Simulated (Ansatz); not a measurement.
# H6N2OSi: the cost of one run

Method: RKS PBE/6-31G*, in Ansatz 0.2.0.

## 1. The system as given

Bond lengths: Si1–O2 1.680 Å, O2–H3 1.010 Å, Si1–N4 1.820 Å, N4–H5 1.060 Å, N4–H6 1.060 Å, Si1–H7 1.459 Å, Si1–N8 1.819 Å, N8–H9 1.060 Å, N8–H10 1.060 Å. Angles: Si1–O2–H3 109.5°, O2–Si1–N4 109.5°, O2–Si1–H7 109.5°, O2–Si1–N8 109.5°, N4–Si1–H7 109.5°, N4–Si1–N8 109.5°, H7–Si1–N8 109.5°, Si1–N4–H5 120.0°, Si1–N4–H6 120.0°, H5–N4–H6 120.0°, Si1–N8–H9 120.0°, Si1–N8–H10 120.0°, H9–N8–H10 120.0°.

Coordinates:

```xyz
10

Si    0.0000    0.0000    0.0000
O     0.0000    0.0000    1.6800
H    -0.9095   -0.2814    2.0171
N     1.7163    0.0000   -0.6061
H     2.2145   -0.9180   -0.7868
H     2.2175    0.9180   -0.7783
H    -0.6877    1.1914   -0.4862
N    -0.8572   -1.4851   -0.6061
H    -1.3922   -2.1014    0.0704
H    -0.8219   -1.7344   -1.6357
```

## 2. Relaxing the start

The input, input.yaml:

```yaml
crystal:
  periodic: [false, false, false]
  atoms:
    - { symbol: Si, position_ang: [0.0, 0.0, 0.0] }
    - { symbol: O, position_ang: [0.0, 0.0, 1.68] }
    - { symbol: H, position_ang: [-0.9095, -0.2814, 2.0171] }
    - { symbol: "N", position_ang: [1.7163, 0.0, -0.6061] }
    - { symbol: H, position_ang: [2.2145, -0.918, -0.7868] }
    - { symbol: H, position_ang: [2.2175, 0.918, -0.7783] }
    - { symbol: H, position_ang: [-0.6877, 1.1914, -0.4862] }
    - { symbol: "N", position_ang: [-0.8572, -1.4851, -0.6061] }
    - { symbol: H, position_ang: [-1.3922, -2.1014, 0.0704] }
    - { symbol: H, position_ang: [-0.8219, -1.7344, -1.6357] }
basis:
  gaussian: { orbitals: "6-31G*" }
hamiltonian:
  xc: pbe
relax:
  f_tol: 0.02
  max_steps: 40
```

Run with:

```console
$ ansatz run input.yaml --threads 1 --pin off --max-ram 2048MiB --backend cpu --events-out ev --progress --plain --runs-dir out
```

What time and memory should one allow on 1 thread of Arm Neoverse V1, shared host?

About 74 s, with a peak of 0.12 GiB.
